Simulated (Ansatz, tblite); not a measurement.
# The cluster Al₄P₄: one state, many levels

Aim: run the singlet of the cluster Al₄P₄ at one geometry on many levels, and compare frontier levels, spin and run time.

Method: as each input shows; program: Ansatz 0.2.0, Gaussian basis.

The runs, in order: GFN1-xTB, GFN2-xTB, PBE-D4/def2-TZVP, r2SCAN-D4/def2-TZVP, ωB97X-V/def2-TZVP, revPBE-D4/def2-TZVP, PBE-D4/def2-SVP, PBE0-D4/def2-SVP, HF/STO-3G, CCSD(T)/def2-SVP, MP2/def2-TZVP.

4 further runs of the same task are left out: 1 that didn't finish, 3 set aside as unsound or not needed. Runs told in other sessions of the task aren't counted.

### 1 The relaxed structure

The singlet was relaxed beforehand with PBE-D4/def2-SVP. At that level it is the lowest of the isomers that a small search found.

8 atoms, charge 0, spin multiplicity 1.

Bond lengths: Al1–P5 2.223 Å, Al1–P8 2.223 Å, Al2–P5 2.223 Å, Al2–P6 2.223 Å, Al3–P7 2.223 Å, Al3–P8 2.223 Å, Al4–P6 2.223 Å, Al4–P7 2.223 Å. Angles: P5–Al1–P8 180.0°, P5–Al2–P6 180.0°, P7–Al3–P8 180.0°, P6–Al4–P7 180.0°, Al1–P5–Al2 79.5°, Al2–P6–Al4 79.5°, Al3–P7–Al4 79.5°, Al1–P8–Al3 79.5°.

Geometry (Å):

```csv
atom,x (Å),y (Å),z (Å)
Al1,-1.0252,1.4771,-0.9005
Al2,-1.4614,-0.1799,1.3688
Al3,1.4612,0.1797,-1.3686
Al4,1.0249,-1.4773,0.9002
P5,-2.9229,0.6598,-0.0806
P6,-0.0002,-1.0190,2.8187
P7,2.0508,-1.9347,-1.0180
P8,0.8728,2.2944,-1.7199
```

PBE0-D4/def2-TZVP was run before; its log isn't repeated, and its numbers join the tables.

### 2 GFN1-xTB

Tight binding, by tblite at 300 K electronic temperature and without a spin-polarisation term:

```python
tblite.interface.Calculator('GFN1-xTB', numbers, positions, charge=0, uhf=0).singlepoint()
```

Energy -426.7430 eV, HOMO -9.73 eV, LUMO -6.19 eV; 0.022 s.

### 3 GFN2-xTB

Tight binding, by tblite at 300 K electronic temperature and without a spin-polarisation term:

```python
tblite.interface.Calculator('GFN2-xTB', numbers, positions, charge=0, uhf=0).singlepoint()
```

Energy -390.2577 eV, HOMO -8.69 eV, LUMO -6.92 eV; 0.026 s.

### 4 PBE-D4/def2-TZVP

start.molden holds the orbitals of an earlier run on this state, given as this run's starting guess.

in.yaml reads:

```yaml
crystal:
  periodic: [false, false, false]
  atoms:
    - {symbol: Al, position_ang: [-1.025151, 1.477072, -0.900508]}
    - {symbol: Al, position_ang: [-1.461359, -0.179854, 1.368768]}
    - {symbol: Al, position_ang: [1.461207, 0.179697, -1.368632]}
    - {symbol: Al, position_ang: [1.024854, -1.477328, 0.900173]}
    - {symbol: P, position_ang: [-2.922862, 0.659776, -0.080563]}
    - {symbol: P, position_ang: [-0.000221, -1.019048, 2.818676]}
    - {symbol: P, position_ang: [2.050778, -1.934699, -1.018009]}
    - {symbol: P, position_ang: [0.872754, 2.294384, -1.719895]}
basis:
  gaussian: {orbitals: def2-TZVP, initial_orbitals: start.molden}
hamiltonian: {xc: pbe, dispersion: d4}
scf: {omitted_lower_state_checks: [starts]}
output: {orbitals: {seedname: orbitals}}
```

Started as:

```sh
$ ansatz run in.yaml --threads 4 --pin off --events-out ev --progress --plain --max-ram 6963MiB
```

Log:

```text
Functional definition: PBE
  name "PBE"
  cite "Perdew, Burke & Ernzerhof, Phys. Rev. Lett. 77, 3865 (1996) doi:10.1103/PhysRevLett.77.3865"
  parent pbe
  parameter kappa = 0.804
  parameter beta = 0.06672455060314922
  exchange = pbe_x(kappa = kappa, mu = beta*pi^2/3)
  correlation = pbe_c(beta = beta)
these checks for a lower state are left out or cut short: starts
2116 factors; their error is unknown
mean field evaluation 1: about -63516.5094 eV, gradient 1.8e1 eV
mean field evaluation 2: about -63516.7266 eV, gradient 3.7e-1 eV
mean field evaluation 4: about -63516.7111 eV, gradient 4.5e-2 eV
mean field -63516.71113607 eV, -2334.1960810774 hartree, gradient 6.3e-5 eV, S^2 0.000000; 0 other end points of the search recorded, 0 dependent functions left out
reference -63516.71117873 eV, -2334.1960826451 hartree; 56, 56 occupied and 240, 240 virtual orbitals, 2116 factors
Total energy: -63517.26424385 eV, -2334.2164074136 hartree
Checks for a lower state left out: starts
```

Wall time 8.5 s (4 threads of Arm Neoverse N1, shared host).

HOMO -5.83 eV, LUMO -4.00 eV.

### 5 r2SCAN-D4/def2-TZVP

Edit in.yaml of step 4 so:

```diff
@@ -13,4 +13,4 @@
   gaussian: {orbitals: def2-TZVP, initial_orbitals: start.molden}
-hamiltonian: {xc: pbe, dispersion: d4}
+hamiltonian: {xc: r2scan, dispersion: d4}
 scf: {omitted_lower_state_checks: [starts]}
-output: {orbitals: {seedname: orbitals}}
+output: {forces: true, orbitals: {seedname: orbitals}}
```

The command is unchanged.

Log, cut to the lines that bear on the results:

```text
Functional definition: r2SCAN
  name "r2SCAN"
  cite "Furness, Kaplan, Ning, Perdew & Sun, J. Phys. Chem. Lett. 11, 8208 (2020) doi:10.1021/acs.jpclett.0c02405"
  cite "Furness, Kaplan, Ning, Perdew & Sun, J. Phys. Chem. Lett. 11, 9248 (2020) doi:10.1021/acs.jpclett.0c03077"
  parent r2scan
[...]
2116 factors; their error is unknown
[...]
mean field -63542.53994535 eV, -2335.1452723113 hartree, gradient 1.3e-5 eV, S^2 0.000000; 0 other end points of the search recorded, 0 dependent functions left out
[...]
reference -63542.53995773 eV, -2335.1452727662 hartree; 56, 56 occupied and 240, 240 virtual orbitals, 2116 factors
Total energy: -63542.67309786 eV, -2335.1501655755 hartree
Atom 0 at    -1.025151     1.477072    -0.900508 Å, force    -0.030882     0.044190    -0.026290 eV/Å
Atom 1 at    -1.461359    -0.179854     1.368768 Å, force    -0.044122    -0.004727     0.041000 eV/Å
Atom 2 at     1.461207     0.179697    -1.368632 Å, force     0.044241     0.006548    -0.041669 eV/Å
Atom 3 at     1.024854    -1.477328     0.900173 Å, force     0.031050    -0.043836     0.028024 eV/Å
Atom 4 at    -2.922862     0.659776    -0.080563 Å, force     0.409597     0.013156     0.088055 eV/Å
Atom 5 at    -0.000221    -1.019048     2.818676 Å, force    -0.062760     0.028866    -0.413383 eV/Å
Atom 6 at     2.050778    -1.934699    -1.018009 Å, force    -0.180626     0.319879     0.199119 eV/Å
Atom 7 at     0.872754     2.294384    -1.719895 Å, force    -0.166498    -0.364075     0.125143 eV/Å
Dipole moment:    -0.000198    -0.000171    -0.000010 e Å
Checks for a lower state left out: starts
```

Run time: 23 s. Hardware: 4 threads of Arm Neoverse N1, shared host; peak memory 0.7 GiB.

From the report: HOMO -6.04 eV, LUMO -4.01 eV.

### 6 ωB97X-V/def2-TZVP

Edit in.yaml of step 5 so:

```diff
@@ -13,4 +13,4 @@
   gaussian: {orbitals: def2-TZVP, initial_orbitals: start.molden}
-hamiltonian: {xc: r2scan, dispersion: d4}
+hamiltonian: {xc: {name: wB97X-V}}
 scf: {omitted_lower_state_checks: [starts]}
-output: {forces: true, orbitals: {seedname: orbitals}}
+output: {orbitals: {seedname: orbitals}}
```

Launched as before.

Log, cut to the lines that bear on the results:

```text
Functional definition: wB97X-V
  name "wB97X-V"
  cite "Mardirossian & Head-Gordon, Phys. Chem. Chem. Phys. 16, 9904 (2014) doi:10.1039/C3CP54374A"
  cite "Becke, J. Chem. Phys. 107, 8554 (1997) doi:10.1063/1.475007"
  cite "Vydrov & Van Voorhis, J. Chem. Phys. 133, 244103 (2010) doi:10.1063/1.3521275"
[...]
      + integral(e_c_pw_opposite_spin*poly(b97_u_opposite, cos0, cos1)) + vv10(b, c)
[...]
2116 factors; their error is unknown
431 factors; integrals over basis functions are off by at most 9.7e-6 eV
[...]
mean field -63536.60194967 eV, -2334.9270549949 hartree, gradient 1.3e-5 eV, S^2 0.000000; 0 other end points of the search recorded, 0 dependent functions left out
reference -63536.60194758 eV, -2334.9270549179 hartree; 56, 56 occupied and 240, 240 virtual orbitals, 2116 factors
Total energy: -63536.60194758 eV, -2334.9270549179 hartree
Checks for a lower state left out: starts
```

Wall time 41 s (4 threads of Arm Neoverse N1, shared host); peak memory 1.9 GiB.

From the report: HOMO -8.70 eV, LUMO -1.79 eV.

### 7 revPBE-D4/def2-TZVP

Edit in.yaml of step 6 so:

```diff
@@ -13,3 +13,3 @@
   gaussian: {orbitals: def2-TZVP, initial_orbitals: start.molden}
-hamiltonian: {xc: {name: wB97X-V}}
+hamiltonian: {xc: {name: revPBE}, dispersion: d4}
 scf: {omitted_lower_state_checks: [starts]}
```

Same command.

Log:

```text
Functional definition: revPBE
  name "revPBE"
  cite "Zhang & Yang, Phys. Rev. Lett. 80, 890 (1998) doi:10.1103/PhysRevLett.80.890"
  cite "Perdew, Burke & Ernzerhof, Phys. Rev. Lett. 77, 3865 (1996) doi:10.1103/PhysRevLett.77.3865"
  parameter kappa = 1.245
  parameter beta = 0.06672455060314922
  exchange = pbe_x(kappa = kappa, mu = beta*pi^2/3)
  correlation = pbe_c(beta = beta)
these checks for a lower state are left out or cut short: starts
2116 factors; their error is unknown
mean field evaluation 1: about -63535.3092 eV, gradient 1.4e1 eV
mean field evaluation 2: about -63535.4434 eV, gradient 2.6e-1 eV
mean field evaluation 4: about -63535.4266 eV, gradient 2.3e-3 eV
mean field -63535.42659314 eV, -2334.8838614389 hartree, gradient 1.4e-5 eV, S^2 0.000000; 0 other end points of the search recorded, 0 dependent functions left out
reference -63535.42664645 eV, -2334.8838633980 hartree; 56, 56 occupied and 240, 240 virtual orbitals, 2116 factors
Total energy: -63536.47915302 eV, -2334.9225423012 hartree
Checks for a lower state left out: starts
```

Run time: 9 s. Hardware: 4 threads of Arm Neoverse N1, shared host.

Report: HOMO -5.78 eV, LUMO -3.94 eV.

### 8 PBE-D4/def2-SVP

Edit in.yaml of step 7 so:

```diff
@@ -12,4 +12,4 @@
 basis:
-  gaussian: {orbitals: def2-TZVP, initial_orbitals: start.molden}
-hamiltonian: {xc: {name: revPBE}, dispersion: d4}
+  gaussian: {orbitals: def2-SVP, initial_orbitals: start.molden}
+hamiltonian: {xc: pbe, dispersion: d4}
 scf: {omitted_lower_state_checks: [starts]}
```

The command is unchanged.

Log:

```text
Functional definition: PBE
  name "PBE"
  cite "Perdew, Burke & Ernzerhof, Phys. Rev. Lett. 77, 3865 (1996) doi:10.1103/PhysRevLett.77.3865"
  parent pbe
  parameter kappa = 0.804
  parameter beta = 0.06672455060314922
  exchange = pbe_x(kappa = kappa, mu = beta*pi^2/3)
  correlation = pbe_c(beta = beta)
these checks for a lower state are left out or cut short: starts
1600 factors; their error is unknown
mean field evaluation 1: about -63494.4466 eV, gradient 9.7e0 eV
mean field evaluation 2: about -63494.7176 eV, gradient 2.7e-1 eV
mean field evaluation 4: about -63494.6459 eV, gradient 1.6e-3 eV
mean field -63494.64589036 eV, -2333.3851982539 hartree, gradient 1.1e-5 eV, S^2 0.000000; 0 other end points of the search recorded, 0 dependent functions left out
reference -63494.64593125 eV, -2333.3851997567 hartree; 56, 56 occupied and 88, 88 virtual orbitals, 1600 factors
Total energy: -63495.19899638 eV, -2333.4055245252 hartree
Checks for a lower state left out: starts
```

Wall time 3.9 s (4 threads of Arm Neoverse N1, shared host).

Report: HOMO -5.87 eV, LUMO -3.98 eV.

### 9 PBE0-D4/def2-SVP

Edit in.yaml of step 8 so:

```diff
@@ -13,3 +13,3 @@
   gaussian: {orbitals: def2-SVP, initial_orbitals: start.molden}
-hamiltonian: {xc: pbe, dispersion: d4}
+hamiltonian: {xc: pbe0, dispersion: d4}
 scf: {omitted_lower_state_checks: [starts]}
```

Same command.

Log:

```text
Functional definition: PBE0
  name "PBE0"
  cite "Adamo & Barone, J. Chem. Phys. 110, 6158 (1999) doi:10.1063/1.478522"
  cite "Perdew, Burke & Ernzerhof, Phys. Rev. Lett. 77, 3865 (1996) doi:10.1103/PhysRevLett.77.3865"
  parent pbe
  parameter a = 0.25
  parameter kappa = 0.804
  parameter beta = 0.06672455060314922
  exchange = (1 - a)*pbe_x(kappa = kappa, mu = beta*pi^2/3) + a*exact_x
  correlation = pbe_c(beta = beta)
these checks for a lower state are left out or cut short: starts
1264 factors; integrals over basis functions are off by at most 7.9e-4 eV
mean field evaluation 1: about -63499.6531 eV, gradient 5.0e0 eV
mean field evaluation 2: about -63499.7639 eV, gradient 8.4e-2 eV
mean field evaluation 4: about -63499.8490 eV, gradient 2.4e-4 eV
mean field -63499.84895433 eV, -2333.5764073280 hartree, gradient 1.6e-5 eV, S^2 0.000000; 0 other end points of the search recorded, 0 dependent functions left out
reference -63499.84898494 eV, -2333.5764084531 hartree; 56, 56 occupied and 88, 88 virtual orbitals, 1264 factors
Total energy: -63500.34397276 eV, -2333.5945989199 hartree
Checks for a lower state left out: starts
```

Run time: 5.5 s. Hardware: 4 threads of Arm Neoverse N1, shared host.

HOMO -6.76 eV, LUMO -3.51 eV.

### 10 HF/STO-3G

Edit in.yaml of step 9 so:

```diff
@@ -12,4 +12,4 @@
 basis:
-  gaussian: {orbitals: def2-SVP, initial_orbitals: start.molden}
-hamiltonian: {xc: pbe0, dispersion: d4}
+  gaussian: {orbitals: STO-3G}
+hamiltonian: {xc: hf}
 scf: {omitted_lower_state_checks: [starts]}
```

Same command.

Log:

```text
Functional definition: HF
  name "HF"
  cite "Fock, Z. Phys. 61, 126 (1930) doi:10.1007/BF01340294"
  parent pbe
  exchange = exact_x
  correlation = 0
these checks for a lower state are left out or cut short: starts
775 factors; integrals over basis functions are off by at most 8.1e-5 eV
mean field evaluation 1: about -62674.0687 eV, gradient 4.9e1 eV
mean field evaluation 2: about -62674.1140 eV, gradient 4.9e1 eV
mean field evaluation 4: about -62684.1734 eV, gradient 2.5e0 eV
mean field evaluation 8: about -62684.2111 eV, gradient 1.6e-2 eV
mean field -62684.21112965 eV, -2303.6022701304 hartree, gradient 1.2e-5 eV, S^2 0.000000; 0 other end points of the search recorded, 0 dependent functions left out
reference -62684.21112965 eV, -2303.6022701304 hartree; 56, 56 occupied and 16, 16 virtual orbitals, 775 factors
Total energy: -62684.21112965 eV, -2303.6022701304 hartree
Checks for a lower state left out: starts
```

Run time: 0.7 s. Hardware: 4 threads of Arm Neoverse N1, shared host.

Report: HOMO -2.88 eV, LUMO 5.64 eV.

### 11 CCSD(T)/def2-SVP

Edit in.yaml of step 10 so:

```diff
@@ -12,4 +12,4 @@
 basis:
-  gaussian: {orbitals: STO-3G}
-hamiltonian: {xc: hf}
+  gaussian: {orbitals: def2-SVP, initial_orbitals: start.molden}
+correlation: {method: ccsd_t}
 scf: {omitted_lower_state_checks: [starts]}
```

Launched as before.

Log, cut to the lines that bear on the results:

```text
Functional definition: HF
  name "HF"
  cite "Fock, Z. Phys. 61, 126 (1930) doi:10.1007/BF01340294"
  parent pbe
[...]
1264 factors; integrals over basis functions are off by at most 7.9e-4 eV
[...]
mean field -63401.98568370 eV, -2329.9799984665 hartree, gradient 2.9e-6 eV, S^2 0.000000; 0 other end points of the search recorded, 0 dependent functions left out
40 core orbitals not correlated: weight in the atoms' cores, before any rotation towards them, 1.000 or more for the frozen orbitals, at most 0.000 for the correlated occupied ones
reference -63401.98568370 eV, -2329.9799984665 hartree; 16, 16 occupied and 88, 88 virtual orbitals, 1264 factors
second order -18.56748166 eV of doubles, -0.00000000 eV of singles
cycle   1  -18.81756916 eV  change   -2.5e-1 eV  update   1.8e-1
[...]
cycle  13  -19.67106494 eV  change   -1.2e-5 eV  update   1.1e-5
perturbative correction -1.36605056 eV, -0.0502014322 hartree
Total energy: -63423.02279920 eV, -2330.7530982019 hartree
Checks for a lower state left out: starts
```

It took 16 s on 4 threads of Arm Neoverse N1, shared host.

From the report: Hartree-Fock HOMO -8.51 eV, LUMO -0.82 eV; T1 0.025. Doubts: large T1 diagnostic.

### 12 MP2/def2-TZVP

Edit in.yaml of step 11 so:

```diff
@@ -12,4 +12,4 @@
 basis:
-  gaussian: {orbitals: def2-SVP, initial_orbitals: start.molden}
-correlation: {method: ccsd_t}
+  gaussian: {orbitals: def2-TZVP, initial_orbitals: start.molden}
+correlation: {method: mp2}
 scf: {omitted_lower_state_checks: [starts]}
```

Launched as before.

Log:

```text
Functional definition: HF
  name "HF"
  cite "Fock, Z. Phys. 61, 126 (1930) doi:10.1007/BF01340294"
  parent pbe
  exchange = exact_x
  correlation = 0
these checks for a lower state are left out or cut short: starts
1786 factors; integrals over basis functions are off by at most 7.6e-4 eV
mean field evaluation 1: about -63421.2518 eV, gradient 5.0e1 eV
mean field evaluation 2: about -63422.6809 eV, gradient 2.0e0 eV
mean field evaluation 4: about -63423.8799 eV, gradient 3.7e0 eV
mean field evaluation 8: about -63423.9447 eV, gradient 5.4e-3 eV
mean field -63423.94473051 eV, -2330.7869785524 hartree, gradient 7.3e-6 eV, S^2 0.000000; 0 other end points of the search recorded, 0 dependent functions left out
40 core orbitals not correlated: weight in the atoms' cores, before any rotation towards them, 1.000 or more for the frozen orbitals, at most 0.000 for the correlated occupied ones
reference -63423.94473051 eV, -2330.7869785524 hartree; 16, 16 occupied and 240, 240 virtual orbitals, 1786 factors
second order -23.08485583 eV of doubles, -0.00000000 eV of singles
Total energy: -63447.02958634 eV, -2331.6353313566 hartree
Checks for a lower state left out: starts
```

Run time: 16 s. Hardware: 4 threads of Arm Neoverse N1, shared host; peak memory 1 GiB.

From the report: Hartree-Fock HOMO -8.52 eV, LUMO -0.81 eV.

### 13 Comparison

```csv
level,functions,HOMO (eV),LUMO (eV),gap (eV),time
HF/STO-3G,72,-2.88,5.64,8.52,0.7 s
PBE-D4/def2-SVP,144,-5.87,-3.98,1.89,3.9 s
PBE-D4/def2-TZVP,296,-5.83,-4.00,1.83,8.5 s
revPBE-D4/def2-TZVP,296,-5.78,-3.94,1.84,9 s
r2SCAN-D4/def2-TZVP,296,-6.04,-4.01,2.04,23 s
PBE0-D4/def2-SVP,144,-6.76,-3.51,3.25,5.5 s
PBE0-D4/def2-TZVP,296,-6.71,-3.50,3.21,24 s
ωB97X-V/def2-TZVP,296,-8.70,-1.79,6.90,41 s
```

The pieces so far (eV):

```csv
basis,HF,MP2 correlation,CCSD correlation,(T),total
def2-SVP,-63401.9857,-18.5675,-19.6711,-1.3661,-63423.0228
def2-TZVP,-63423.9447,-23.0849,,,-63447.0296 (MP2)
```

### 14 Binding energy

Free atoms were run apart at each level; binding is atoms less cluster, divided by the number of atoms, without zero-point or spin-orbit terms.

```csv
level,binding an atom (eV)
HF/STO-3G,2.360
HF/def2-SVP†,1.472
HF/def2-TZVP,1.531
PBE-D4/def2-SVP,3.019
PBE-D4/def2-TZVP,3.041
revPBE-D4/def2-TZVP,2.934
r2SCAN-D4/def2-TZVP,2.981
PBE0-D4/def2-SVP,2.894
PBE0-D4/def2-TZVP,2.932
ωB97X-V/def2-TZVP,2.908
MP2/def2-SVP†,2.563
MP2/def2-TZVP,2.833
CCSD/def2-SVP†,2.271
CCSD(T)/def2-SVP†,2.420
```

† marks a level with a doubtful state (flagged, unstable or spin-contaminated).

### 15 Summary of results

| quantity | value |
| --- | --- |
| gap in def2-TZVP, named functionals, smallest and largest | 1.83 eV (PBE-D4), 6.90 eV (ωB97X-V) |
| correlation energy, CCSD(T)/def2-SVP | -21.04 eV |
| correlation energy, MP2/def2-TZVP | -23.08 eV |
| binding an atom, functionals in def2-TZVP | 2.91 (ωB97X-V) to 3.04 eV (PBE-D4) |
| PBE0 total energy, smallest basis above largest | 21.86 eV (def2-SVP, def2-TZVP) |

What this shows: Orbital gaps of the named functionals in def2-TZVP span 1.83 eV (PBE-D4) to 6.90 eV (ωB97X-V); exact exchange widens it. Notes on CCSD(T)/def2-SVP: large T1 diagnostic.

The slowest run with a step of its own, ωB97X-V/def2-TZVP, took 41 s; the quickest functional in def2-TZVP took 8.5 s (shared host).
